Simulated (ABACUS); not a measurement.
A run of ABACUS 3.10.1 is set up as follows.

INPUT

```
INPUT_PARAMETERS
suffix              GaF
calculation         scf
basis_type          pw
pseudo_dir          ./
symmetry            1
dft_functional      pbe
ecutwfc             84
pseudo_rcut         7
nspin               1
nbands              14
ks_solver           dav
smearing_method     fd
smearing_sigma      0.00367493
scf_thr             1e-08
scf_nmax            100
mixing_type         broyden
mixing_beta         0.7
cal_force           1
cal_stress          1
out_chg             1
out_pot             2
out_elf             1
```

File STRU:

```
ATOMIC_SPECIES
Ga 69.7230 Ga.upf
F 18.9984 F.upf

LATTICE_CONSTANT
1.8897261246

LATTICE_VECTORS
3.1659200000 0.0000000000 0.0000000000
0.0000000000 3.1659200000 0.0000000000
0.0000000000 0.0000000000 3.1659200000

ATOMIC_POSITIONS
Direct

Ga
0.0
1
0.0000000000 0.0000000000 0.0000000000 1 1 1

F
0.0
1
0.5000000000 0.5000000000 0.5000000000 1 1 1
```

The input KPT:

```
K_POINTS
0
Gamma
8 8 8 0 0 0
```

Potentials or basis: PseudoDojo NC SR 0.4.1 PBE standard, plane waves.

Launch:

```sh
$ OMP_NUM_THREADS=1 mpirun -np 4 abacus > log
```

(1) Predict the pressure.

(2) What does it give for the band gap on the k mesh?

## Answers

(1) -0.1 GPa.

(2) 0.34 eV, indirect (least direct gap 1.14 eV).
